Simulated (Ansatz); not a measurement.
# CO2Zn: the cost of one run

The runs use Ansatz 0.2.0, Gaussian basis; unrestricted cation, the program's frozen cores in correlated methods.

Levels to be run: UKS PBE-D4/def2-TZVPP; UKS r2SCAN-D4/def2-TZVPP; UKS PBE0-D4/def2-TZVPP; UKS B3LYP-D4/def2-TZVPP; UKS wB97X-V/def2-TZVPP; UKS wB97M-V/def2-TZVPP; UKS B2PLYP (frozen core with 3s3p of Cu, Zn)/def2-TZVPP; UHF-CCSD(T) with 3s3p of Cu, Zn/def2-TZVPP; UHF-MP2 with 3s3p of Cu, Zn/def2-QZVPP; extrapolation to the limit; then −ε(HOMO) from the neutral's earlier runs with LDA (SPW92), PBE-D4, revPBE-D4, BLYP-D4, r2SCAN-D4, B97M-V, PBE0-D4, B3LYP-D4, r2SCANh-D4, r2SCAN0-D4, HSE06-D4, BHLYP-D4, CAM-B3LYP-D4, LC-ωPBE, ωB97X-V, ωB97M-V.

## (1) The relaxed structure

All runs share one geometry, relaxed beforehand with PBE0-D4 in a triple-zeta def2 set.

4 atoms, charge 0, spin multiplicity 1.

Atoms are counted from 1 here; the program's logs count them from 0.

Bond lengths: O1–C2 1.157 Å, C2–O3 1.157 Å. Angles: O1–C2–O3 179.9°.

## (2) Cation, UKS PBE-D4/def2-TZVPP

File in.yaml:

```yaml
crystal:
  periodic: [false, false, false]
  atoms:
    - {symbol: O, position_ang: [1.049736, -0.066221, 1.052935]}
    - {symbol: C, position_ang: [0.521330, -0.736863, 0.272252]}
    - {symbol: O, position_ang: [-0.006149, -1.408829, -0.507919]}
    - {symbol: Zn, position_ang: [-1.509318, 2.151614, -0.837568]}
basis:
  gaussian: {orbitals: def2-TZVPP}
total_charge: 1
magnetization: {spin_polarized: true, initial_magnetization: 1}
hamiltonian: {xc: pbe, dispersion: d4}
```

Launch:

```
> ansatz run in.yaml --threads 2 --pin off --events-out ev --progress --plain --max-ram 4352MiB
```

What time and memory should one allow on 2 threads of Intel Xeon at 2.50GHz, shared host?

About 96 s, with a peak of 0.31 GiB.
